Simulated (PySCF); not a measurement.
# N3NdO9 (Nd(NO3)3): the cost of one run

Program: PySCF 2.14.0. Level of theory: r2SCAN, Nd lcecp-1-SVP with ECP49, O def2-SVP, N def2-SVP; scalar-relativistic core potentials, no spin–orbit coupling. These are calculated values, not measurements.

5 further runs of the same task are left out: 2 for a known fault of the program, 3 that didn't finish.

### 1 The starting structure

13 atoms, charge 0, spin multiplicity 1.

Bond lengths: Nd1–O2 2.393 Å, Nd1–O3 2.393 Å, Nd1–N4 2.839 Å, Nd1–O6 2.393 Å, Nd1–O7 2.393 Å, Nd1–N8 2.839 Å, Nd1–O10 2.393 Å, Nd1–O11 2.393 Å, Nd1–N12 2.839 Å, O2–N4 1.291 Å, O3–N4 1.291 Å, N4–O5 1.189 Å, O6–N8 1.291 Å, O7–N8 1.291 Å, N8–O9 1.189 Å, O10–N12 1.291 Å, O11–N12 1.291 Å, N12–O13 1.189 Å. Angles: O2–Nd1–O3 53.8°, O2–Nd1–N4 26.9°, O2–Nd1–O6 101.5°, O2–Nd1–O7 119.7°, O2–Nd1–N8 112.9°, O2–Nd1–O10 101.5°, O2–Nd1–O11 134.2°, O2–Nd1–N12 120.2°, O3–Nd1–N4 26.9°, O3–Nd1–O6 134.2°, O3–Nd1–O7 101.5°, O3–Nd1–N8 120.2°, O3–Nd1–O10 119.7°, O3–Nd1–O11 101.5°, O3–Nd1–N12 112.9°, N4–Nd1–O6 120.2°, N4–Nd1–O7 112.9°, N4–Nd1–N8 120.0° and more.

Coordinates:

```xyz
13
N3NdO9
Nd    0.00000    0.00000    0.00000
O     2.13427    0.15598    1.07058
O     2.13427   -0.15599   -1.07058
N     2.83897   -0.00001    0.00000
O     4.02789   -0.00001    0.00000
O    -1.20222    1.77034    1.07058
O    -0.93204    1.92632   -1.07058
N    -1.41948    2.45862    0.00000
O    -2.01394    3.48826    0.00000
O    -0.93205   -1.92632    1.07058
O    -1.20222   -1.77033   -1.07058
N    -1.41949   -2.45862    0.00000
O    -2.01395   -3.48825    0.00000
```

Formal oxidation states: Nd +3. Each metal's 3 4f electrons lie in its core potential, so multiplicities, spins and levels count the valence alone. An earlier session relaxed this geometry at r2SCAN, Nd lcecp-1-SVP with ECP49, O def2-SVP, N def2-SVP (singlet, point group D3).

Its energy there is -874.084920 Eh.

### 2 Atoms moved at random, σ = 0.15 Å

run.py (the lines that set the calculation) reads:

```python
mol = gto.M(atom='''
Nd    -0.18122     0.03719    -0.01971
O      2.29762     0.25133     1.11545
O      2.02830    -0.19298    -1.09588
N      3.02807    -0.02746     0.06651
O      3.91652     0.05580    -0.06877
O     -1.06206     1.59012     1.12092
O     -0.89869     2.03592    -1.11095
N     -1.47085     2.60252     0.03488
O     -1.96461     3.42317     0.00984
O     -1.12183    -1.97181     1.12096
O     -1.23627    -1.81726    -0.89933
N     -1.41185    -2.64666    -0.07531
O     -1.92313    -3.33989    -0.19862''',
    basis={'Nd': 'lcecp-1-SVP', 'O': 'def2-SVP', 'N': 'def2-SVP'},
    ecp={'Nd': 'lcecp-1-SVP'},
    charge=0, spin=0)
mf = dft.RKS(mol, xc='R2SCAN')
mf.grids.atom_grid = (50, 194)  # f atoms: unpruned, at least (60, 302)
mf = mf.density_fit()  # fitting sets: Nd AutoAux, O def2-universal-JKFIT, N def2-universal-JKFIT
mf.conv_tol = 1e-08; mf.max_cycle = 55
mf.kernel(dm0)  # dm0: the density of the relaxed state
```

Started as:

```console
$ OMP_NUM_THREADS=4 python run.py
```

**Question.** How long does this run take on 4 threads of Arm Neoverse V2, shared host?

About 19 s.
